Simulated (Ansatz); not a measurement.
# CHGaS (quintet): from Hartree-Fock to the top rungs, cc-pVDZ

An exercise on one series of results from a longer session: the logs are not shown, and one member is left open.

Computed with Ansatz 0.2.0, Gaussian basis. Level: cc-pVDZ, core rule «outside noble gas», up to 20 orbitals frozen.

Plan: UHF; CCSD(T) on ROHF; CCSD(T) on UHF; BCCD(T) on ROHF; CISD; CCSDT(Q) on ROHF; CCSDT(Q) on UHF.

26 further runs of the same task are left out: 2 for a known fault of the program, 10 that didn't finish, 14 set aside as unsound or not needed.

## The geometry

The geometry is a PBE0/def2-TZVP stationary point (not a proven minimum) of the parent state, kept for this charge and spin. No spin-orbit coupling is included. The filled d shell of Ga may be among the frozen orbitals whatever the setting's name suggests; the logs give the count.

4 atoms, charge 0, spin multiplicity 5.

Atoms are counted from 1 here; the program's logs count them from 0.

Bond lengths: Ga1–C2 1.994 Å, C2–S3 1.684 Å, S3–H4 1.353 Å. Angles: Ga1–C2–S3 163.2°, C2–S3–H4 99.1°.

The first run:

in.yaml

```yaml
crystal:
  periodic: [false, false, false]
  atoms:
    - {symbol: Ga, position_ang: [-0.000001, -0.315610, 2.430018]}
    - {symbol: C, position_ang: [-0.000043, -0.107891, 0.446447]}
    - {symbol: S, position_ang: [0.000000, -0.424142, -1.207132]}
    - {symbol: H, position_ang: [0.000043, 0.847643, -1.669333]}
basis:
  gaussian: {orbitals: cc-pVDZ}
magnetization: {spin_polarized: true, initial_magnetization: 4}
hamiltonian: {xc: hf}
output: {orbitals: {seedname: orbitals}}
```

Run with:

```
> ansatz run in.yaml --threads 1 --pin off --events-out ev --progress --plain --max-ram 2393MiB
```

Steps of the session up to this table: UHF; CCSD(T) on ROHF; CCSD(T) on UHF; BCCD(T) on ROHF; CISD; CCSDT(Q) on ROHF; CCSDT(Q) on UHF.

One of the session's tables, all rows but one given; the rest of the session is left out.

It belongs to the step «Misses and costs». 

```
   method  from RCCSDT(Q) (meV)
     ROHF                     ?
      UHF               +7863.4
     RMP2               +1289.9
     UMP2               +1332.2
    RCCSD                +339.3
    UCCSD                +312.7
 RCCSD(T)                 +59.8
 UCCSD(T)                 +46.5
  BCCD(T)                 +59.7
   RCCSDT                 +21.6
   UCCSDT                  +2.5
RCCSDT(Q)                     0
UCCSDT(Q)                 -20.7
```

Q: Estimate the row for ROHF from the others.

As computed: from RCCSDT(Q) (meV): +8189.4. In the column «from RCCSDT(Q) (meV)» it is the highest.

Not comparable, so not listed: CISD (they don't share determinant, frozen orbitals or solution with the rows shown, or repeat one).

To keep in mind: Restricted and unrestricted rows rest on different reference determinants; where their highest levels disagree by more than a few hundredths of an eV, they describe different states and don't form one ladder.
